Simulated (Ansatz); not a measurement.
# AlH4NNaOTe: the cost of one run

Method: RKS r2SCAN-D4/def2-SVP; program: Ansatz 0.2.0.

### Step 1. Where the work starts

8 atoms, charge 0, spin multiplicity 1.

Atoms are counted from 1 here; the program's logs count them from 0.

Bond lengths: N1–Al2 1.781 Å, N1–H5 1.022 Å, N1–H6 1.022 Å, Al2–O3 1.719 Å, Al2–Te4 2.543 Å, O3–H7 0.969 Å, Te4–H8 1.683 Å. Angles: Al2–N1–H5 125.5°, Al2–N1–H6 124.5°, H5–N1–H6 109.9°, N1–Al2–O3 124.1°, N1–Al2–Te4 122.2°, O3–Al2–Te4 113.7°, Al2–O3–H7 125.1°, Al2–Te4–H8 89.9°.

As a file:

```tsv
atom	x (Å)	y (Å)	z (Å)
N1	-0.46231	1.22419	-0.23776
Al2	0.38788	-0.30808	0.08126
O3	2.09312	-0.44833	0.24413
Te4	-0.85062	-2.51336	0.34909
H5	-0.01592	2.11212	-0.47679
H6	-1.47854	1.33133	-0.24717
H7	2.71006	0.29663	0.29984
H8	-2.29168	-1.75160	-0.06851
```

This geometry comes from a loose relaxation at PBE in a small basis, which is not shown.

### Step 3. Plan of the scan

The probe is moved over the molecule's main plane (x and y are the axes of that plane, centred on the molecule).

The axes are (1) x of the probe's Na atom: 13 values from −5.64 Å; (2) y of the probe's Na atom: 13 values from −5.64 Å.

Nothing else is relaxed (molecule and probe rigid). Energies count from molecule and probe far apart, each relaxed in its own basis (no counterpoise correction). Points are written as (first, second).

The probe Na+ moves over a plane: the molecule's main plane. The molecule is turned into the frame of its main axes, as the inputs below show.

(The set-up runs are not shown.)

### Step 4. Grid point (2.82 Å, −3.76 Å)

The input, input.yaml:

```yaml
crystal:
  periodic: [false, false, false]
  atoms:
    - { symbol: "N", position_ang: [-1.315979, 1.382197, -2.0e-06] }
    - { symbol: Al, position_ang: [-0.225677, -0.012674, 6.0e-06] }
    - { symbol: O, position_ang: [-0.746111, -1.631321, -2.0e-06] }
    - { symbol: Te, position_ang: [2.287768, 0.261798, -1.0e-06] }
    - { symbol: H, position_ang: [-2.330553, 1.339758, 0.000645] }
    - { symbol: H, position_ang: [-1.017565, 2.352495, -0.00054] }
    - { symbol: H, position_ang: [-1.634242, -1.993469, -0.000762] }
    - { symbol: H, position_ang: [2.109131, 1.920396, 0.001436] }
    - { symbol: Na, position_ang: [2.82, -3.76, 0.0] }
total_charge: 1
basis:
  gaussian: { orbitals: def2-SVP }
hamiltonian:
  xc: r2scan
  dispersion: d4
output:
  forces: true
```

The run is started by

```
$ ansatz run input.yaml --threads 1 --pin off --max-ram 2560MiB --backend cpu --events-out ev --progress --plain --runs-dir out
```

**Question.** How long does this run take on 1 thread of Arm Neoverse N1, shared host, and how much memory does it need?

About 15 s, with a peak of 0.18 GiB.
